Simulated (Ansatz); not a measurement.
# C2H3ClFSi radical: basis-set convergence

An exercise on one series of results from a longer session: the logs are not shown, and one member is left open.

Program: Ansatz 0.2.0, Gaussian basis. Level of theory: one geometry, several basis sets. These are calculated values, not measurements.

The runs, in order: PBE0-D4/def2-SVP; ωB97M-V/def2-SVP; PBE0-D4/def2-QZVPP; ωB97M-V/def2-QZVPP; the functionals' def2-TZVPP values are taken from earlier runs.

## The relaxed structure

All runs share one geometry, relaxed beforehand with PBE0-D4 in a triple-zeta def2 set.

8 atoms, charge 0, spin multiplicity 2.

Atoms are counted from 1 here; the program's logs count them from 0.

Bond lengths: C1–C2 1.305 Å, C1–H6 1.082 Å, C2–Si3 1.849 Å, C2–H7 1.091 Å, Si3–F4 1.591 Å, Si3–Cl5 2.041 Å, Si3–H8 1.474 Å. Angles: C2–C1–H6 137.2°, C1–C2–Si3 118.6°, C1–C2–H7 121.3°, Si3–C2–H7 120.1°, C2–Si3–F4 110.2°, C2–Si3–Cl5 110.4°, C2–Si3–H8 111.3°, F4–Si3–Cl5 106.9°, F4–Si3–H8 108.5°, Cl5–Si3–H8 109.3°.

The first run:

Input file in.yaml:

```yaml
crystal:
  periodic: [false, false, false]
  atoms:
    - {symbol: C, position_ang: [-1.101760, -0.701317, -1.266484]}
    - {symbol: C, position_ang: [-0.005242, -0.822380, -0.570043]}
    - {symbol: Si, position_ang: [0.462688, 0.542021, 0.586642]}
    - {symbol: F, position_ang: [1.852344, 1.181748, 0.149429]}
    - {symbol: Cl, position_ang: [0.711032, -0.181824, 2.478852]}
    - {symbol: H, position_ang: [-1.894080, 0.027177, -1.379292]}
    - {symbol: H, position_ang: [0.625362, -1.708386, -0.655721]}
    - {symbol: H, position_ang: [-0.558244, 1.605762, 0.600817]}
basis:
  gaussian: {orbitals: def2-SVP}
magnetization: {spin_polarized: true, initial_magnetization: 1}
hamiltonian: {xc: pbe0, dispersion: d4}
output: {orbitals: {seedname: orbitals}}
```

Among the steps run: PBE0-D4 in def2-SVP; ωB97M-V in def2-SVP; PBE0-D4 in def2-QZVPP; ωB97M-V in def2-QZVPP.

One of the session's tables, all rows but one given; the rest of the session is left out.

It belongs to the step «Density functionals: the series». 

```
functional       basis  HOMO (eV)  LUMO (eV)
   PBE0-D4    def2-SVP      -7.05      -2.20
   PBE0-D4  def2-TZVPP      -7.09      -2.38
   PBE0-D4  def2-QZVPP      -7.11      -2.41
   ωB97M-V    def2-SVP      -9.02      -0.20
   ωB97M-V  def2-TZVPP      -9.09      -0.52
   ωB97M-V  def2-QZVPP          ?          ?
```

Q: Estimate the row for ωB97M-V, def2-QZVPP from the others.

**Answer.** HOMO (eV): -9.11; LUMO (eV): -0.59. In the column «HOMO (eV)» it is the lowest.
